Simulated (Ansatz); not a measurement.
Crystal: HPbNO4.

```
H Pb N O
1.0
     3.85707    0.00178   -0.03658
     0.17353    4.33436   -0.01647
     0.75803    0.83873    5.87662
H Pb N O
1 1 1 4
Direct
  0.61511 0.89559 0.19844
  0.64597 0.44651 0.91685
  0.71474 0.23810 0.50058
  0.16958 0.47007 0.77768
  0.62919 0.97045 0.49845
  0.56424 0.92583 0.03849
  0.78022 0.42250 0.31951
```

The cell was built by a generator and needn't be a form met in nature.

A run of Ansatz 0.2.0 on this cell left the log below. Logs are shortened: lines on timing, memory, paths and dates and some standing lists are left out, and cuts for length are marked.

```text
Warning: RAYON_NUM_THREADS=8 ignored (pool sized by the plan → 8); use --threads N
LAPW: plane waves up to 14.151 Å⁻¹, error target 2.0e-3 eV per atom; small_component_spin mean_spin; H in spheres of 0.361 Å, 1 of its electrons in bands, Dirac shells []; N in spheres of 0.594 Å, 7 of its electrons in bands, Dirac shells []; O in spheres of 0.628 Å, 8 of its electrons in bands, Dirac shells []; Pb in spheres of 0.874 Å, 54 of its electrons in bands, Dirac shells [] (how accurate: hamiltonian.pseudopotentials.lapw.basis_error, Limitations)
Engine: ansatz 0.2.0, x86_64-unknown-linux-gnu
Pseudopotentials: kind: all_electron
Pseudopotential: H, LAPW, valence charge 1, lapw/all_electron/scalar/gaussian/H, Koelling and Harmon's equation, gaussian nucleus
Pseudopotential: Pb, LAPW, valence charge 54, lapw/all_electron/scalar/gaussian/Pb, Koelling and Harmon's equation, gaussian nucleus
Pseudopotential: N, LAPW, valence charge 7, lapw/all_electron/scalar/gaussian/N, Koelling and Harmon's equation, gaussian nucleus
Pseudopotential: O, LAPW, valence charge 8, lapw/all_electron/scalar/gaussian/O, Koelling and Harmon's equation, gaussian nucleus
Functional definition: RPBE
[... 54 lines left out ...]
--- Forces (eV/Å), atoms counted from 1 ---
  atom   1  H     -0.05822052     0.00066396    -0.16683285
  atom   2  Pb     0.00303481    -0.00222488     0.02652289
  atom   3  N      0.06085997     0.06398794     0.13729388
  atom   4  O     -0.00987247     0.02765811    -0.05029329
  atom   5  O     -0.09189920    -0.22930511     0.04811333
  atom   6  O      0.00239834     0.01033431     0.17696663
  atom   7  O      0.09371361     0.12888378    -0.17187340
  max |Σ_I F_I| component: 1.03e-4 eV/Å
--- Stress (GPa, compression-positive) ---
        2.072834       0.210792      -0.017188
        0.210792       3.277487      -0.183929
       -0.017188      -0.183929       2.640550
  P = ⅓ Tr σ = 2.6636 GPa (26.636 kbar)
--- Band table (eV; the first three rows and the last of 42) ---
  k-point 0: bands = ["-844.8198", "-634.6068", "-634.5679", "-634.5140", "-502.0203", "-502.0027", "-500.5375", "-500.4815", "-391.2068", "-391.2041", "-391.1654", "-391.1395", "-391.1264", "-375.4076", "-133.5752", "-122.5900", "-122.5896", "-122.5568", "-122.5510", "-122.5346", "-122.5085", "-122.5061", "-75.5469", "-75.4552", "-75.4240", "-20.0305", "-15.7033", "-13.8157", "-13.3363", "-11.1791", "-11.0668", "-10.9448", "-10.8769", "-9.5850", "-5.5997", "-2.6958", "-2.0681", "-1.7353", "-0.8095", "0.9983", "1.2672", "1.6830", "2.5863", "3.2149", "3.6311", "3.8214", "4.1541", "5.9842", "7.7520", "10.1443", "12.1006", "13.7287", "14.4730", "15.4617", "16.3395", "16.6027", "17.2974"]
  k-point 1: bands = ["-844.8198", "-634.6068", "-634.5679", "-634.5140", "-502.0203", "-502.0027", "-500.5375", "-500.4815", "-391.2068", "-391.2041", "-391.1654", "-391.1395", "-391.1264", "-375.4076", "-133.5752", "-122.5900", "-122.5896", "-122.5568", "-122.5510", "-122.5346", "-122.5085", "-122.5061", "-75.5469", "-75.4552", "-75.4240", "-20.0287", "-15.7048", "-13.8166", "-13.3379", "-11.1788", "-11.0686", "-10.9601", "-10.8774", "-9.5814", "-5.5712", "-2.6978", "-2.0031", "-1.7366", "-0.8555", "1.1195", "1.2877", "1.6362", "2.5507", "3.1273", "3.6116", "3.8219", "4.2944", "5.5573", "7.8045", "10.3837", "12.4245", "13.7982", "14.2829", "15.2202", "16.1059", "16.7256", "17.3260"]
  k-point 2: bands = ["-844.8198", "-634.6068", "-634.5679", "-634.5140", "-502.0203", "-502.0027", "-500.5375", "-500.4815", "-391.2068", "-391.2041", "-391.1654", "-391.1395", "-391.1264", "-375.4076", "-133.5752", "-122.5900", "-122.5896", "-122.5568", "-122.5510", "-122.5346", "-122.5085", "-122.5061", "-75.5469", "-75.4552", "-75.4240", "-20.0269", "-15.7063", "-13.8174", "-13.3395", "-11.1783", "-11.0707", "-10.9750", "-10.8778", "-9.5779", "-5.5424", "-2.6955", "-1.9528", "-1.7359", "-0.8811", "1.2613", "1.2746", "1.5922", "2.5235", "3.0386", "3.6003", "3.8101", "4.5746", "5.0235", "7.8419", "10.5914", "12.9973", "13.7048", "13.9574", "15.1129", "15.7901", "16.9088", "17.3273"]
  k-point 41: bands = ["-844.8198", "-634.6068", "-634.5679", "-634.5140", "-502.0203", "-502.0027", "-500.5375", "-500.4815", "-391.2068", "-391.2041", "-391.1654", "-391.1395", "-391.1264", "-375.4076", "-133.5752", "-122.5900", "-122.5896", "-122.5568", "-122.5510", "-122.5346", "-122.5085", "-122.5061", "-75.5469", "-75.4552", "-75.4243", "-19.9928", "-15.7493", "-13.6976", "-12.8785", "-11.1222", "-11.0732", "-10.9442", "-10.8000", "-9.9923", "-5.5898", "-3.1732", "-2.5718", "-2.0333", "-1.5462", "-0.1093", "1.9757", "2.3795", "2.7820", "3.1881", "3.4532", "3.9322", "4.5276", "6.6865", "7.8617", "11.4488", "11.9406", "12.7037", "14.5216", "15.5748", "15.7787", "16.3107", "17.2617"]
```

Problem. What input gives this log?

Solution. Band structure with RPBE, no spin polarisation. The files as run (others can give the same):

input.yaml
```yaml
crystal:
  lattice:
    - [3.85707, 0.00178, -0.03658]
    - [0.17353, 4.33436, -0.01647]
    - [0.75803, 0.83873, 5.87662]
  atoms:
    - { symbol: H, position: [0.61511, 0.89559, 0.19844] }
    - { symbol: Pb, position: [0.64597, 0.44651, 0.91685] }
    - { symbol: "N", position: [0.71474, 0.2381, 0.50058] }
    - { symbol: O, position: [0.16958, 0.47007, 0.77768] }
    - { symbol: O, position: [0.62919, 0.97045, 0.49845] }
    - { symbol: O, position: [0.56424, 0.92583, 0.03849] }
    - { symbol: O, position: [0.78022, 0.4225, 0.31951] }
kpoints:
  mp_grid: { grid: [5, 4, 4] }
  band_path:
    path: [[0.5, 0.0, 0.0], [0.0, 0.0, 0.0], [0.0, 0.5, 0.0]]
    npoints: 12
scf:
  occupations: { method: fermi_dirac, width: 0.05 }
hamiltonian:
  xc: rpbe
  pseudopotentials: { kind: all_electron, lapw: { basis_error: 0.002 } }
output:
  forces: true
  stress: true
  eigenvalues: true
```

Potentials or basis: all-electron LAPW, scalar-relativistic.
Run with:
```bash
$ ansatz run input.yaml --threads 8 --pin off --max-ram 24576MiB --backend cpu --events-out ev --progress --plain --runs-dir out
```

Caveat: spin-orbit coupling is left out, which as a rule narrows the gap of such compounds by several tenths of an eV.
